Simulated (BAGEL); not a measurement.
**C2H5FSi (SMILES F/C=C\[SiH3]): PBE0/cc-pVDZ (density fitting with qzvpp-jkfit)**

Aim: the energy change on altering one bond length of C2H5FSi at PBE0/cc-pVDZ (density fitting with qzvpp-jkfit), from 2 runs. 

The results are computed with BAGEL 1.2.2.

**1. The structure to begin with**

C2H5FSi has 9 atoms, charge 0, and is taken as a singlet. As SMILES, `F/C=C\[SiH3]`. The shape is that of a GFN2-xTB optimisation.

Bond lengths: F1–C2 1.346 Å, C2–C3 1.319 Å, C3–Si4 1.886 Å, C2–H5 1.083 Å, C3–H6 1.080 Å, Si4–H7 1.458 Å, Si4–H8 1.466 Å, Si4–H9 1.466 Å. Some angles: F1–C2–C3 122.4°, C2–C3–Si4 125.4°, F1–C2–H5 110.7°, C3–C2–H5 126.9°, C2–C3–H6 116.0°, Si4–C3–H6 118.6°, C3–Si4–H7 110.5°, C3–Si4–H8 107.2°, C3–Si4–H9 107.3°, H7–Si4–H8 111.0°.

**2. A single-point energy at PBE0/cc-pVDZ (density fitting with qzvpp-jkfit)**

File input.json:

```json
{ "bagel" : [

{
  "title" : "molecule",
  "basis" : "cc-pvdz.json",
  "df_basis" : "qzvpp-jkfit",
  "angstrom" : true,
  "geometry" : [
    { "atom" : "F", "xyz" : [   -0.363650,    0.881310,   -1.895510 ] },
    { "atom" : "C", "xyz" : [    0.640970,    0.977740,   -1.005370 ] },
    { "atom" : "C", "xyz" : [    0.640900,    0.314300,    0.134320 ] },
    { "atom" : "Si", "xyz" : [   -0.717410,   -0.857350,    0.716930 ] },
    { "atom" : "H", "xyz" : [    1.406220,    1.655860,   -1.363830 ] },
    { "atom" : "H", "xyz" : [    1.498580,    0.468560,    0.772100 ] },
    { "atom" : "H", "xyz" : [   -1.776080,   -0.946660,   -0.281530 ] },
    { "atom" : "H", "xyz" : [   -0.094650,   -2.165590,    0.940680 ] },
    { "atom" : "H", "xyz" : [   -1.234880,   -0.328170,    1.982210 ] }
  ]
},
{ "title" : "ks", "xc_func" : "pbe0" },
{ "title" : "print", "file" : "orbitals.molden", "orbitals" : true }

]}
```

The basis set cc-pVDZ is read from a file made from the Basis Set Exchange's data (not shown).

On the command line:

```sh
$ BAGEL_NUM_THREADS=1 BAGEL input.json > input.out
```

Log:

```text
* using 1 threads per process

  ===============================================================
  ===============================================================

  *** Geometry ***

  { "atom" : "F", "xyz" : [     -0.687199,      1.665435,     -3.581995 ] },
  { "atom" : "C", "xyz" : [      1.211258,      1.847661,     -1.899874 ] },
  { "atom" : "C", "xyz" : [      1.211125,      0.593941,      0.253828 ] },
  { "atom" : "Si", "xyz" : [     -1.355708,     -1.620157,      1.354801 ] },
  { "atom" : "H", "xyz" : [      2.657371,      3.129122,     -2.577265 ] },
  { "atom" : "H", "xyz" : [      2.831906,      0.885450,      1.459058 ] },
  { "atom" : "H", "xyz" : [     -3.356305,     -1.788928,     -0.532015 ] },
  { "atom" : "H", "xyz" : [     -0.178863,     -4.092372,      1.777628 ] },
  { "atom" : "H", "xyz" : [     -2.333585,     -0.620151,      3.745834 ] },

  Number of auxiliary basis functions:      445

  Since a DF basis is specified, we compute 2- and 3-index integrals:
    o Being stored without compression. Storage requirement is 0.026 GB

  Number of basis functions:       85
  Number of electrons      :       40

    * METHOD: MOLECULE                             0.23

  *** Kohn-Sham DFT ***

    * Removing 15548 points whose weight is below 1.00e-10
    * Grid points: 118606

  === Nuclear Repulsion ===
   152.7080040210

       - DIIS with orbital gradients will be used.

  === KS iteration (pbe0 / cc-pvdz.json) ===
      0       -439.83561953          0.11072496           0.40
      1       -400.07003170          0.12584512           0.49
      2       -339.94448752          0.25347869           0.39
      3       -444.00706871          0.10900148           0.38
      4       -459.51726525          0.07842787           0.42
      5       -467.06980987          0.04551592           0.39
      6       -467.66073316          0.02945917           0.37
      7       -468.14986172          0.00911731           0.41
      8       -468.19000747          0.00469908           0.38
      9       -468.20341522          0.00148075           0.39
     10       -468.20481939          0.00022352           0.39
     11       -468.20484298          0.00014859           0.39
     12       -468.20485347          0.00004090           0.39
     13       -468.20485451          0.00000559           0.38
     14       -468.20485453          0.00000230           0.38
     15       -468.20485453          0.00000083           0.39
     16       -468.20485453          0.00000013           0.39
     17       -468.20485453          0.00000010           0.39
     18       -468.20485453          0.00000003           0.36
     19       -468.20485453          0.00000001           0.36
    * SCF iteration converged.

    * Permanent dipole moment:
           (   -0.442121,    -0.153710,    -0.200157) a.u.

    * METHOD: KS                                   8.72

    * METHOD: PRINT                                0.03

  ===============================================================
```

It took 9.3 s on 1 thread of AMD EPYC 7B13 (Zen 3), shared host; peak memory 0.46 GiB.

**3. The distorted shape, same level**

File job.json:

```json
{ "bagel": [

{
  "title": "molecule",
  "basis": "cc-pvdz.json",
  "df_basis": "qzvpp-jkfit",
  "angstrom": true,
  "geometry": [
    { "atom": "F", "xyz": [   -0.975864,    0.338801,   -1.608735 ] },
    { "atom": "C", "xyz": [    0.028756,    0.435231,   -0.718595 ] },
    { "atom": "C", "xyz": [    0.028686,   -0.228209,    0.421095 ] },
    { "atom": "Si", "xyz": [   -1.329624,   -1.399859,    1.003705 ] },
    { "atom": "H", "xyz": [    1.406220,    1.655860,   -1.363830 ] },
    { "atom": "H", "xyz": [    0.886366,   -0.073949,    1.058875 ] },
    { "atom": "H", "xyz": [   -2.388294,   -1.489169,    0.005245 ] },
    { "atom": "H", "xyz": [   -0.706864,   -2.708099,    1.227455 ] },
    { "atom": "H", "xyz": [   -1.847094,   -0.870679,    2.268985 ] }
  ]
},
{ "title": "ks", "xc_func": "pbe0" },
{ "title": "print", "file": "orbitals.molden", "orbitals": true }

]}
```

The basis set cc-pVDZ is read from a file made from the Basis Set Exchange's data (not shown).

On the command line:

```sh
$ BAGEL_NUM_THREADS=1 BAGEL job.json > job.out
```

Log:

```text
* using 1 threads per process

  ===============================================================
  ===============================================================

  *** Geometry ***

  { "atom" : "F", "xyz" : [     -1.844116,      0.640241,     -3.040069 ] },
  { "atom" : "C", "xyz" : [      0.054341,      0.822467,     -1.357948 ] },
  { "atom" : "C", "xyz" : [      0.054209,     -0.431253,      0.795754 ] },
  { "atom" : "Si", "xyz" : [     -2.512625,     -2.645350,      1.896728 ] },
  { "atom" : "H", "xyz" : [      2.657371,      3.129122,     -2.577265 ] },
  { "atom" : "H", "xyz" : [      1.674989,     -0.139743,      2.000984 ] },
  { "atom" : "H", "xyz" : [     -4.513222,     -2.814122,      0.009912 ] },
  { "atom" : "H", "xyz" : [     -1.335779,     -5.117565,      2.319554 ] },
  { "atom" : "H", "xyz" : [     -3.490502,     -1.645345,      4.287760 ] },

  Number of auxiliary basis functions:      445

  Since a DF basis is specified, we compute 2- and 3-index integrals:
    o Being stored without compression. Storage requirement is 0.026 GB

  Number of basis functions:       85
  Number of electrons      :       40

    * METHOD: MOLECULE                             0.21

  *** Kohn-Sham DFT ***

    * Removing 14724 points whose weight is below 1.00e-10
    * Grid points: 119430

  === Nuclear Repulsion ===
   149.9431453573

       - DIIS with orbital gradients will be used.

  === KS iteration (pbe0 / cc-pvdz.json) ===
      0       -440.49455667          0.10584274           0.41
      1       -409.79212091          0.12321720           0.49
      2       -341.28725567          0.22210878           0.38
      3       -444.36680846          0.10252894           0.37
      4       -462.56491235          0.06930393           0.39
      5       -466.72215818          0.04730188           0.36
      6       -467.93693729          0.01618414           0.36
      7       -467.99414259          0.01090638           0.42
      8       -468.06698506          0.00296771           0.39
      9       -468.07170358          0.00190175           0.38
     10       -468.07447354          0.00034706           0.39
     11       -468.07456977          0.00014735           0.39
     12       -468.07458733          0.00003098           0.39
     13       -468.07458799          0.00000935           0.38
     14       -468.07458802          0.00000709           0.37
     15       -468.07458805          0.00000114           0.37
     16       -468.07458805          0.00000037           0.38
     17       -468.07458805          0.00000046           0.39
     18       -468.07458805          0.00000006           0.38
     19       -468.07458805          0.00000003           0.38
     20       -468.07458805          0.00000001           0.38
    * SCF iteration converged.

    * Permanent dipole moment:
           (   -0.155589,     0.121026,    -0.370555) a.u.

    * METHOD: KS                                   8.97

    * METHOD: PRINT                                0.03

  ===============================================================
```

Run time: 9.6 s. Hardware: 1 thread of AMD EPYC 7B13 (Zen 3), shared host; peak memory 0.46 GiB.

**4. Outcome**

At PBE0/cc-pVDZ (density fitting with qzvpp-jkfit):

| quantity | value |
| --- | --- |
| first shape: total energy | -468.20485 Eh |
| first shape: dipole moment | 1.29 D |
| first shape: HOMO energy | -7.58 eV |
| first shape: LUMO energy | 0.06 eV |
| first shape: HOMO–LUMO gap | 7.64 eV |
| distorted shape: total energy | -468.07459 Eh |
| distorted shape: dipole moment | 1.07 D |
| distorted shape: HOMO energy | -7.83 eV |
| distorted shape: LUMO energy | -2.27 eV |
| distorted shape: HOMO–LUMO gap | 5.56 eV |
| energy change with the C2–H5 bond stretched from 1.083 to 1.950 Å | 3.545 eV |

With the C2–H5 bond stretched from 1.083 to 1.950 Å the energy rises by 3.54 eV (82 kcal/mol). The first shape isn't relaxed at this level, so the change isn't measured from a minimum. A restricted reference can't describe the breaking bond well at this length.
